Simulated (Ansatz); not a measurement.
Runs of Ansatz 0.2.0 on NbTe. It takes space group P-6m2 (No. 187, hexagonal). The conventional cell has a = 3.703 Å, b = 3.703 Å, c = 3.694 Å, α = 90.00°, β = 90.00°, γ = 120.00°. Around Te (site symmetry -6m2) lie 6 Nb at 2.83 Å. Around Nb (site symmetry -6m2) lie 6 Te at 2.83 Å. The cell comes from a database or a generator and needn't be the stable form of this composition.

```tsv
level	gap on the mesh (eV)	pressure (GPa)	relaxed volume (Å³/atom)
PBEsol	none	0.0	20.96
PBEsol+D4	none	0.0	20.63
PBEsol+D3(BJ)-ATM	none	0.0	20.28
PBEsol+D3(BJ)	none	0.0	(a)
```

Alike in all rows: task relaxation of cell and atoms; potentials or basis Ansatz PAW; no spin polarisation; cell relaxed; k mesh 8 × 8 × 7; cutoff (eV) 420; smearing fermi-dirac 0.05 eV.

Problem. Fill in the values left out.

Solution. (a) 20.15.

Caveats: the plane-wave basis is chosen anew once the cell has moved, so the energies of steps on either side of that aren't comparable; the PAW data sets come from PBE, with cores solved anew for the run's functional, which leaves a small shift of forces and pressure; pairwise dispersion overbinds metals, which lowers pressure and volume (some runs).

A k mesh can miss the band edges, and the runs leave out spin-orbit coupling on Nb, Te.

A gap of «none» marks a metal or a gap under the smearing width.
